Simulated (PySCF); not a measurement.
**C₃H₁₁AsN₂SSi₂: NMR shifts in solvents**

The runs use PySCF 2.14.0, with density-fitted response routines of our own; the level of theory stands in each step. All values are computed, except where a source is named. Atoms count from 0, in the outputs and in this text.

## 1. Starting geometry

20 atoms, charge 0, multiplicity 1; geometry from: GFN2-xTB. The atoms were then displaced at random by about 0.01 Å, so the start is not that level's minimum.

Bonds of the start (Å): C0–S1 1.80, S1–Si2 2.14, Si2–N3 1.72, Si2–As4 2.34, As4–Si5 2.30, Si5–C6 1.95, C6–C7 1.43, C7–N8 1.15, C0–H9 1.12, C0–H10 1.07, C0–H11 1.10, Si2–H12 1.47, N3–H13 1.05, N3–H14 0.98, As4–H15 1.52, Si5–H16 1.47, Si5–H17 1.48, C6–H18 1.08, C6–H19 1.08.

## 2. Geometry optimisation at PBE0-D3(BJ)/def2-SVP

What the job is given:

```
{"job": {"xc": "PBE0", "basis": "def2-SVP", "d3": "d3bj", "grid": 1, "shake": 0.01, "kind": "geom"}, "charge": 0, "multiplicity": 1}
C     -3.226780     1.487820    -0.574250
S     -3.452000     0.025830     0.452570
Si    -1.495400    -0.814640     0.235740
N     -1.539520    -1.847990    -1.136930
As     0.141590     0.740790    -0.376410
Si     1.841230    -0.790290    -0.095910
C      3.534670     0.160300     0.083130
C      3.224760     1.543060    -0.081990
N      2.826950     2.616800    -0.193870
H     -4.217410     1.999220    -0.616730
H     -2.933830     1.219410    -1.567730
H     -2.510690     2.182220    -0.112960
H     -1.356700    -1.499510     1.524500
H     -2.406470    -2.427380    -1.241310
H     -0.752640    -2.358900    -1.430970
H      0.282070     1.279770     1.043070
H      2.005110    -1.649210    -1.280510
H      1.799220    -1.707210     1.066870
H      4.237770    -0.152560    -0.675800
H      3.947070     0.007870     1.067540
```

Command:

```bash
$ OMP_NUM_THREADS=1 python probes_run.py task.json out
```

The driver reads the jobs from task.json and runs them one after another.

Q: Estimate the wall time and peak memory of this first job on 1 thread of Arm Neoverse V2, shared host.

About 12 min, with a peak of 0.98 GiB.
